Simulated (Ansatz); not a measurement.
# GeH₃S (doublet): the correlation ladder at distance Ge1–S2 = 1.739 Å, cc-pVDZ

The task here is to estimate one member of a computed series from the others.

Method: cc-pVDZ, core rule «outside noble gas», up to 19 orbitals frozen; program: Ansatz 0.2.0, Gaussian basis.

To be run: UHF; CCSD(T) on ROHF; CCSD(T) on UHF; BCCD(T) on ROHF; CISD; CCSDT(Q) on ROHF; CCSDT(Q) on UHF; CASSCF and MRCISD+Q, 3 electrons in 3 orbitals; CASSCF and NEVPT2, 3 electrons in 3 orbitals.

17 further runs of the same task are left out: 2 for a mislabelled method, 11 that didn't finish, 4 set aside as unsound or not needed.

## What is computed

The geometry derives from a PBE0/def2-TZVP stationary point (not a proven minimum). One bond is set to the value named and the two fragments are kept rigid. No spin-orbit coupling is included. The filled d shell of Ge may be among the frozen orbitals whatever the setting's name suggests; the logs give the count.

5 atoms, charge 0, spin multiplicity 2.

Atoms are counted from 1 here; the program's logs count them from 0.

Bond lengths: Ge1–S2 1.739 Å, Ge1–H3 1.550 Å, Ge1–H4 1.545 Å, S2–H5 1.343 Å. Angles: S2–Ge1–H3 109.5°, S2–Ge1–H4 104.7°, H3–Ge1–H4 110.8°, Ge1–S2–H5 94.4°.

Set-up of the first run:

in.yaml

```yaml
crystal:
  periodic: [false, false, false]
  atoms:
    - {symbol: Ge, position_ang: [0.031498, 0.011664, 0.525518]}
    - {symbol: S, position_ang: [-0.033187, -0.060851, -1.210765]}
    - {symbol: H, position_ang: [-0.849263, 1.184561, 1.026862]}
    - {symbol: H, position_ang: [-0.541913, -1.344402, 0.995427]}
    - {symbol: H, position_ang: [0.176937, 1.255041, -1.377874]}
basis:
  gaussian: {orbitals: cc-pVDZ}
magnetization: {spin_polarized: true, initial_magnetization: 1}
hamiltonian: {xc: hf}
output: {orbitals: {seedname: orbitals}}
```

Run with:

```console
$ ansatz run in.yaml --threads 1 --pin off --events-out ev --progress --plain --max-ram 2393MiB
```

Among the steps run: UHF; CCSD(T) on ROHF; CCSD(T) on UHF; BCCD(T) on ROHF; CISD; CCSDT(Q) on ROHF; CCSDT(Q) on UHF; CASSCF and MRCISD+Q, 3 electrons in 3 orbitals; CASSCF and NEVPT2, 3 electrons in 3 orbitals.

One table of the session follows, with a row left open; its other results are not shown here.

| method | from UCCSDT(Q) (meV) |
| --- | --- |
| ROHF | +7136.4 |
| UHF | +7076.6 |
| RMP2 | +1122.1 |
| UMP2 | +1120.3 |
| RCCSD | +209.9 |
| UCCSD | +205.7 |
| RCCSD(T) | +36.0 |
| UCCSD(T) | +33.4 |
| BCCD(T) | +35.1 |
| RCCSDT | +14.0 |
| UCCSDT | ? |
| RCCSDT(Q) | +2.8 |
| UCCSDT(Q) | 0 |
| CASSCF pair | +6710.1 |
| NEVPT2 pair | +1172.8 |
| MRCISD pair | +713.0 |
| MRCISD+Q pair | +74.8 |

Estimate the missing values for UCCSDT.

As computed: from UCCSDT(Q) (meV): +11.3. In the column «from UCCSDT(Q) (meV)» it lies between RCCSDT(Q) (+2.8) and RCCSDT (+14.0).

Not comparable, so not listed: CISD (they don't share determinant, frozen orbitals or solution with the rows shown, or repeat one).

Caveats from the session: Restricted and unrestricted rows rest on different reference determinants; where their highest levels disagree by more than a few hundredths of an eV, they describe different states and don't form one ladder.
